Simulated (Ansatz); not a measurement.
**USVWN5/aug-cc-pVDZ run of CHFNSi (SMILES N#C[SiH]F)**

Aim: the vertical electron affinity of CHFNSi at USVWN5/aug-cc-pVDZ, from 2 runs. 

The results are computed with Ansatz 0.2.0.

75 further runs of the same task are left out: 75 set aside as unsound or not needed. Runs told in other sessions of the task aren't counted.

## 1. The system as given

CHFNSi has 5 atoms, charge 0, and is taken as a doublet. SMILES: `N#C[SiH]F`. The shape is that of a PBE0-D4/def2-TZVP optimisation.

Bond lengths: N1–C2 1.154 Å, C2–Si3 1.837 Å, Si3–F4 1.591 Å, Si3–H5 1.482 Å. Angles: N1–C2–Si3 173.9°, C2–Si3–F4 108.1°, C2–Si3–H5 109.3°, F4–Si3–H5 109.8°.

## 2. The energy at USVWN5/aug-cc-pVDZ

input.yaml

```yaml
crystal:
  periodic: [false, false, false]
  atoms:
    - {symbol: N, position_ang: [1.347400, -1.164000, 1.391300]}
    - {symbol: C, position_ang: [0.713800, -0.590000, 0.616200]}
    - {symbol: Si, position_ang: [-0.146100, 0.297600, -0.743500]}
    - {symbol: F, position_ang: [-1.590300, -0.347100, -0.917700]}
    - {symbol: H, position_ang: [-0.274900, 1.730000, -0.387600]}
basis:
  gaussian: {orbitals: aug-cc-pVDZ}
accuracy: high
output: {orbitals: {seedname: orbitals}}
magnetization: {spin_polarized: true, initial_magnetization: 1}
hamiltonian: {xc: {name: SVWN5}}
```

Command:

```bash
ansatz run input.yaml --threads 1 --pin off --max-ram 2610MiB --events-out events.jsonl --progress --plain --runs-dir runs
```

What it wrote:

```text
Warning: RAYON_NUM_THREADS=1 ignored (pool sized by the plan → 1); use --threads N
Functional definition: SVWN5
  name "SVWN5"
  exchange = slater_x
  correlation = vwn5_c
2034 factors; integrals over basis functions are off by at most 3.1e-9 eV
mean field evaluation 1: about -13056.6583 eV, gradient 4.5e1 eV
mean field evaluation 2: about -12905.0613 eV, gradient 1.4e2 eV
mean field evaluation 4: about -13062.6467 eV, gradient 3.3e1 eV
mean field evaluation 8: about -13067.1733 eV, gradient 8.4e-2 eV
mean field evaluation 16: about -13067.1696 eV, gradient 5.3e-5 eV
mean field -13067.16956477 eV, -480.2096242598 hartree, gradient 7.6e-8 eV, S^2 0.751139; 0 other end points of the search recorded, 0 dependent functions left out
reference -13067.16957157 eV, -480.2096245095 hartree; 19, 18 occupied and 86, 87 virtual orbitals, 2034 factors
Total energy: -13067.16957157 eV, -480.2096245095 hartree
```

Wall time 7.5 s (1 thread of Arm Neoverse V1, shared host); peak memory 0.3 GiB.

## 3. The singlet anion

in.yaml

```yaml
crystal:
  periodic: [false, false, false]
  atoms:
    - symbol: N
      position_ang: [1.347400, -1.164000, 1.391300]
    - symbol: C
      position_ang: [0.713800, -0.590000, 0.616200]
    - symbol: Si
      position_ang: [-0.146100, 0.297600, -0.743500]
    - symbol: F
      position_ang: [-1.590300, -0.347100, -0.917700]
    - symbol: H
      position_ang: [-0.274900, 1.730000, -0.387600]
basis:
  gaussian:
    orbitals: aug-cc-pVDZ
total_charge: -1
hamiltonian:
  xc: {name: SVWN5}
accuracy: high
output: {orbitals: {seedname: orbitals}}
```

Command:

```bash
ansatz run in.yaml --threads 1 --pin off --max-ram 2610MiB --events-out events.jsonl --progress --plain --runs-dir runs
```

What it wrote:

```text
Warning: RAYON_NUM_THREADS=1 ignored (pool sized by the plan → 1); use --threads N
Functional definition: SVWN5
  name "SVWN5"
  exchange = slater_x
  correlation = vwn5_c
2035 factors; integrals over basis functions are off by at most 3.1e-9 eV
mean field evaluation 1: about -13064.1919 eV, gradient 4.5e1 eV
mean field evaluation 2: about -13037.8738 eV, gradient 1.1e2 eV
mean field evaluation 4: about -13068.5916 eV, gradient 1.8e1 eV
mean field evaluation 8: about -13069.2259 eV, gradient 3.5e-1 eV
mean field evaluation 16: about -13069.2262 eV, gradient 2.5e-5 eV
mean field -13069.22615470 eV, -480.2852025454 hartree, gradient 1.2e-8 eV, S^2 0.000000; 0 other end points of the search recorded, 0 dependent functions left out
reference -13069.22615875 eV, -480.2852026945 hartree; 19, 19 occupied and 86, 86 virtual orbitals, 2035 factors
Total energy: -13069.22615875 eV, -480.2852026945 hartree
```

It took 6 s on 1 thread of Arm Neoverse V1, shared host; peak memory 0.26 GiB.

## 4. Outcome

Level: USVWN5/aug-cc-pVDZ.

```
                                                            quantity          value
                                        doublet CHFNSi: total energy  -480.20962 Eh
                  doublet CHFNSi: HOMO energy (highest over α and β)       -6.26 eV
                   doublet CHFNSi: LUMO energy (lowest over α and β)       -5.02 eV
                                                doublet CHFNSi: ⟨S²⟩          0.751
                                         singlet anion: total energy  -480.28520 Eh
                                          singlet anion: HOMO energy        0.81 eV
                                          singlet anion: LUMO energy        2.73 eV
singlet anion: HOMO–LUMO gap (to an unbound level, set by the basis)        1.92 eV
                   vertical electron affinity (to the singlet anion)       2.057 eV
```

At fixed nuclei the extra electron is bound by 2.06 eV (198 kJ/mol). The HOMO (singlet anion) lies at positive energy, 0.81 eV, from the functional's self-interaction, a short basis or an electron that isn't bound; only total energies against the neutral tell.
